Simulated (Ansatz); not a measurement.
# C (Graphite): the cost of one run

Program: Ansatz 0.2.0, driven from Python. Level of theory: DFT r2SCAN, plane waves, PAW. These are calculated values, not measurements.

**1. Starting point**

The structure is orthorhombic, space group Fmmm (No. 69). Conventional cell: a = 2.456 Å, b = 4.254 Å, c = 6.696 Å, α = 90.00°, β = 90.00°, γ = 90.00°. C (site symmetry m2m) is surrounded by 3 C at 1.42 Å.

The script holds or builds the structure itself.

**2. The script**

File scf.py:

```python
'''Single point of C.'''

import ansatz as az
from ase import Atoms
import matplotlib.pyplot as plt
import numpy as np
from pymatgen.core import Structure
from scipy.ndimage import map_coordinates

atoms = Atoms(
    ['C', 'C'],
    scaled_positions=[
        (1 / 6, 5 / 6, 1 / 6),
        (5 / 6, 1 / 6, 5 / 6),
    ],
    cell=[
        (0.0, 2.127, 3.348),
        (1.228, 0.0, 3.348),
        (1.228, 2.127, 0.0),
    ],
    pbc=True,
)
structure = az.Crystal.from_ase(atoms)

# functional, basis and sampling
setup = structure.calculation()
setup = setup.functional('r2scan')
setup = setup.kpoints(mesh=(12, 12, 12))
setup = setup.basis(530).occupations('cold', width=0.05)
setup = setup.scf(tolerance=1e-08)
setup = setup.potential()
setup = setup.stress()
setup = setup.density()
def show(event):
    row = event['data']
    if event['event'] == 'scf_iter' and row.get('harris_foulkes_ev') is not None:
        print(f'  iteration {row["iter"]:3d}  Harris-Foulkes {row["harris_foulkes_ev"]:.5f} eV  residual {row["dr2_ev"]:.2e}')


done = setup.session().plan().execute(on_event=show)
r = done.report

energy = r['free_energy_ev']
print('C: {:.6f} eV = {:.6f} Ry = {:.6f} Ha'.format(energy, energy / 13.605693, energy / 27.211386))
print('Fermi level {:.4f} eV, {} k-points, {} symmetry operations'.format(r['fermi_energy_ev'], r['n_kpoints'], r['n_symmetry_ops']))

v = done.potential()
line = v.v_es_ev.mean(axis=(0, 1))
print('planar mean of the electrostatic potential along the third grid axis (eV):')
print(np.round(line[:: max(len(line) // 12, 1)], 3))

# principal values and the von Mises stress of the deviator
principal = np.linalg.eigvalsh(np.array(r['stress_gpa']))
mises = np.sqrt(0.5 * sum((principal[i] - principal[i - 1]) ** 2 for i in range(3)))
print('principal stresses (GPa, compression positive):', np.round(principal, 3))
print(f'mean {principal.mean():.3f} GPa, von Mises {mises:.3f} GPa, PV = {principal.mean() * r["setup"]["cell_volume_ang3"] / 160.21766:.4f} eV')

field = sum(channel.density_e_per_ang3 for channel in done.density().channels[:2])
fig, ax = plt.subplots(figsize=(4, 3.4))
shown = ax.imshow(np.log10(np.clip(field[:, :, 0].T, 1e-3, None)), origin='lower', extent=(0, 1, 0, 1))
fig.colorbar(shown, label='log10 density (e/A^3)')
ax.set(xlabel='fraction of grid vector 1', ylabel='fraction of grid vector 2')
fig.savefig('density_plane.png', dpi=100)
print(f'plane through the origin: {field[:, :, 0].min():.4f} to {field[:, :, 0].max():.4f} e/A^3')

final = Structure(done.lattice.cell_ang, [s.symbol for s in done.lattice.sites], [s.position_frac for s in done.lattice.sites])
# smooth valence density along the shortest bond of atom 0
rho = done.density()
total = sum(channel.density_e_per_ang3 for channel in rho.channels[:2])
grid_cell = np.asarray(rho.fft_grid_basis) @ done.lattice.cell_ang
partner = min(final.get_neighbors(final[0], 5.0), key=lambda n: n.nn_distance)
line = np.linspace(final[0].coords, partner.coords, 13)
points = (line @ np.linalg.inv(grid_cell)) * rho.dims
values = map_coordinates(total, points.T, order=3, mode='grid-wrap')
print(f'from {final[0].specie} to {partner.specie}, {partner.nn_distance:.3f} A')
for t, value in zip(np.linspace(0, partner.nn_distance, 13), values):
    print(f'{t:7.3f} A  {value:9.4f} e/A^3')
```

**3. Launch**

The run is started by

```bash
$ python scf.py
```

**Question.** How long does this script take on 1 thread of Arm Neoverse V2, shared host, and how much memory does it need?

About 11 s, with a peak of 0.52 GiB.
